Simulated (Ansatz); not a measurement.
Which YAML input does this script hand to the engine? (Ansatz 0.2.0, Python API)

`energy.py`
```python
"""Electronic structure of the CH6B2ClNSi molecule."""

from pathlib import Path
import argparse

import ansatz as az
import numpy as np

parser = argparse.ArgumentParser(description="Electronic structure of the CH6B2ClNSi molecule.")
parser.add_argument("--basis-set", required=True, help="Gaussian basis set")
parser.add_argument("--method", required=True, help="wavefunction method")
args = parser.parse_args()

GEOMETRY = """
B    -2.30760   -0.40340    0.21700
B    -0.71390   -0.21170    0.10620
C     0.27290    0.74350   -0.75090
Si    1.84800    0.03150    0.00350
Cl    2.85590   -1.17490   -1.35420
N     0.50160   -0.89170    0.79590
H    -3.02430    0.33520   -0.44910
H    -2.79480   -1.13860    0.92740
H     0.24580    0.56510   -1.78560
H     0.18490    1.81380   -0.44950
H     2.50430    0.89210    0.95340
H     0.50420   -0.61610    1.81980
"""


def main() -> None:
    ch6b2clnsi = az.Crystal.molecule()
    for line in GEOMETRY.strip().splitlines():
        symbol, *xyz = line.split()
        ch6b2clnsi = ch6b2clnsi.atom(symbol, [float(v) for v in xyz])

    model = (
        ch6b2clnsi.calculation()
        .basis(gaussian=args.basis_set)
        .correlation(args.method, electrons="valence")
        .accuracy("medium")
        .scf(lower_state_search="standard")
        .forces()
        .orbitals()
    )
    outcome = model.run(threads=1, pin="off", runs_dir="out")
    data = outcome.report

    print("reference energy %16.6f eV" % data["reference_energy_ev"])
    print("total energy     %16.6f eV" % data["free_energy_ev"])
    print("occupied orbitals outside the frozen core (up, down):", data["n_occupied"], " frozen:", data["n_frozen"], " virtual:", data["n_virtual"])

    print("correlation energy", round(data["free_energy_ev"] - data["reference_energy_ev"], 5), "eV")
    cluster = data["correlation"].get("coupled_cluster")
    if cluster:
        print("cycles", cluster["cycles"], " T1 diagnostic", round(cluster["t1_diagnostic"], 4), " largest double", round(cluster["largest_double"], 4))

    symbols = [site.symbol for site in ch6b2clnsi.cartesian_sites]
    forces = np.array(data["forces_ev_ang"])
    print("largest force", round(float(np.linalg.norm(forces, axis=1).max()), 4), "eV/A, rms", round(float(np.sqrt((forces ** 2).mean())), 4))

    charges = data["charge_distribution"]
    dipole = np.array(charges["dipole_moment_e_ang"]) * 4.803205
    print("dipole (D): {:.3f} {:.3f} {:.3f}, length {:.3f}".format(*dipole, np.linalg.norm(dipole)))
    print("atom  Mulliken   Lowdin")
    for symbol, m, l in zip(symbols, charges["mulliken_charges_e"], charges["lowdin_charges_e"]):
        print(f"{symbol:4s} {m:9.3f} {l:8.3f}")

    lines = Path(data["orbitals_path"]).read_text().splitlines()
    field_of = lambda key: [line.split("=")[1].strip() for line in lines if line.startswith(key)]
    orbitals = [(27.211386 * float(e), s, float(n)) for e, s, n in zip(field_of("Ene="), field_of("Spin="), field_of("Occup="))]
    homo = max(e for e, _, n in orbitals if n > 0.5)
    lumo = min(e for e, _, n in orbitals if n < 0.5)
    print(f"HOMO {homo:.3f} eV, LUMO {lumo:.3f} eV, gap {lumo - homo:.3f} eV")


if __name__ == "__main__":
    main()
```

Output of `python energy.py --basis-set def2-SVP --method mp2`:
```text
reference energy    -24306.707968 eV
total energy        -24325.460626 eV
occupied orbitals outside the frozen core (up, down): [16, 16]  frozen: 14  virtual: [92, 92]
correlation energy -18.75266 eV
largest force 7.1001 eV/A, rms 1.6668
dipole (D): 0.362 1.529 1.407, length 2.109
atom  Mulliken   Lowdin
B        0.104    0.084
B        0.171   -0.324
C       -0.382   -0.126
Si       0.730    0.246
Cl      -0.270    0.072
N       -0.428    0.040
H       -0.045   -0.004
H       -0.048   -0.019
H        0.052    0.006
H        0.074    0.053
H       -0.102   -0.090
H        0.143    0.061
HOMO -9.631 eV, LUMO 0.571 eV, gap 10.202 eV
```

`input.yaml`:
```yaml
crystal:
  periodic: [false, false, false]
  atoms:
    - { symbol: B, position_ang: [-2.3076, -0.4034, 0.217] }
    - { symbol: B, position_ang: [-0.7139, -0.2117, 0.1062] }
    - { symbol: C, position_ang: [0.2729, 0.7435, -0.7509] }
    - { symbol: Si, position_ang: [1.848, 0.0315, 0.0035] }
    - { symbol: Cl, position_ang: [2.8559, -1.1749, -1.3542] }
    - { symbol: "N", position_ang: [0.5016, -0.8917, 0.7959] }
    - { symbol: H, position_ang: [-3.0243, 0.3352, -0.4491] }
    - { symbol: H, position_ang: [-2.7948, -1.1386, 0.9274] }
    - { symbol: H, position_ang: [0.2458, 0.5651, -1.7856] }
    - { symbol: H, position_ang: [0.1849, 1.8138, -0.4495] }
    - { symbol: H, position_ang: [2.5043, 0.8921, 0.9534] }
    - { symbol: H, position_ang: [0.5042, -0.6161, 1.8198] }
accuracy: medium
basis:
  gaussian:
    orbitals: def2-SVP
correlation:
  method: mp2
  electrons: valence
scf:
  lower_state_search: standard
output:
  orbitals: {}
  forces: true
```

The settings weren't tested for convergence. The geometry is a force-field or estimated start, not a minimum of this method, and the basis set is short of its limit. The Löwdin charges here are taken after orthogonalising the functions within each atom; they differ from plain Löwdin charges, and their signs can be unphysical. Levels such as HOMO and LUMO are orbital energies: in Hartree-Fock the gap is too wide and the LUMO hangs on the basis. Inner cores stay frozen, so this is valence correlation. Finished in 7.9 s on 1 thread of Arm Neoverse V1 (shared host), peak memory 0.39 GiB.
